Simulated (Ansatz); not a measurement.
# C2H7FSi2: up Jacob's ladder to CCSD(T)

One table from this session's results is given with a row withheld; the runs are named, their logs left out.

Computed with Ansatz 0.2.0, Gaussian basis. Level: functionals in def2-TZVPP, the program's frozen cores in correlated methods.

Levels to be run: PBE-D4, r2SCAN-D4, PBE0-D4, B3LYP-D4, ωB97X-V, ωB97M-V, B2PLYP; CCSD(T)/def2-TZVPP; MP2/def2-QZVPP; extrapolation to the limit.

### Structure used throughout

The geometry comes from an earlier relaxation with PBE0-D4 in a triple-zeta def2 set; it is a stationary point, not always the lowest conformer.

SMILES `C=C[SiH2][SiH2]F`, 12 atoms, charge 0, spin multiplicity 1.

Atoms are counted from 1 here; the program's logs count them from 0.

Bond lengths: C1–C2 1.331 Å, C1–H6 1.086 Å, C1–H7 1.086 Å, C2–Si3 1.862 Å, C2–H8 1.089 Å, Si3–Si4 2.346 Å, Si3–H9 1.489 Å, Si3–H10 1.488 Å, Si4–F5 1.608 Å, Si4–H11 1.487 Å, Si4–H12 1.488 Å. Angles: C2–C1–H6 122.1°, C2–C1–H7 121.8°, H6–C1–H7 116.1°, C1–C2–Si3 123.4°, C1–C2–H8 118.1°, Si3–C2–H8 118.4°, C2–Si3–Si4 108.0°, C2–Si3–H9 111.0°, C2–Si3–H10 109.2°, Si4–Si3–H9 109.1°, Si4–Si3–H10 110.2°, H9–Si3–H10 109.3°, Si3–Si4–F5 110.9°, Si3–Si4–H11 111.1°, Si3–Si4–H12 111.1°, F5–Si4–H11 107.6°, F5–Si4–H12 107.5°, H11–Si4–H12 108.5°.

The first run:

in.yaml

```yaml
crystal:
  periodic: [false, false, false]
  atoms:
    - {symbol: C, position_ang: [0.166550, -0.032041, 2.306408]}
    - {symbol: C, position_ang: [-0.586853, 0.217424, 1.238421]}
    - {symbol: Si, position_ang: [0.085744, 0.918230, -0.350222]}
    - {symbol: Si, position_ang: [0.017284, -0.772461, -1.975740]}
    - {symbol: F, position_ang: [0.445253, -0.199636, -3.416246]}
    - {symbol: H, position_ang: [-0.244909, -0.463928, 3.214469]}
    - {symbol: H, position_ang: [1.229918, 0.189827, 2.321472]}
    - {symbol: H, position_ang: [-1.646951, -0.027180, 1.289311]}
    - {symbol: H, position_ang: [-0.732949, 2.073352, -0.812419]}
    - {symbol: H, position_ang: [1.488859, 1.365425, -0.133633]}
    - {symbol: H, position_ang: [0.950490, -1.879586, -1.636523]}
    - {symbol: H, position_ang: [-1.354537, -1.334427, -2.106000]}
basis:
  gaussian: {orbitals: def2-TZVPP}
hamiltonian: {xc: pbe, dispersion: d4}
output: {forces: true, orbitals: {seedname: orbitals}}
```

The run is started by

```
$ ansatz run in.yaml --threads 4 --pin off --events-out ev --progress --plain --max-ram 10444MiB
```

Steps of the session up to this table: PBE-D4 (GGA); r2SCAN-D4 (meta-GGA); PBE0-D4 (hybrid); B3LYP-D4 (hybrid); ωB97X-V (range-separated); ωB97M-V (range-separated); B2PLYP (double hybrid); CCSD(T) in def2-TZVPP; MP2 in def2-QZVPP.

One of the session's tables, all rows but one given; the rest of the session is left out.

It belongs to the step «Atomisation energies». 

| method | atomisation energy (kJ/mol) |
| --- | --- |
| PBE-D4 | 4378.1 |
| r2SCAN-D4 | 4350.1 |
| PBE0-D4 | 4327.9 |
| B3LYP-D4 | 4344.1 |
| ωB97X-V | 4363.6 |
| ωB97M-V | 4348.4 |
| B2PLYP | 4297.6 |
| HF/def2-TZVPP | 3294.3 |
| MP2/def2-TZVPP | 4280.4 |
| CCSD/def2-TZVPP | ? |
| CCSD(T)/def2-TZVPP | 4242.5 |
| MP2/CBS | 4390.6 |
| CCSD(T)/CBS | 4352.7 |

Estimate the missing values for CCSD/def2-TZVPP.

As computed: atomisation energy (kJ/mol): 4189.6. In the column «atomisation energy (kJ/mol)» it lies between HF/def2-TZVPP (3294.3) and CCSD(T)/def2-TZVPP (4242.5).
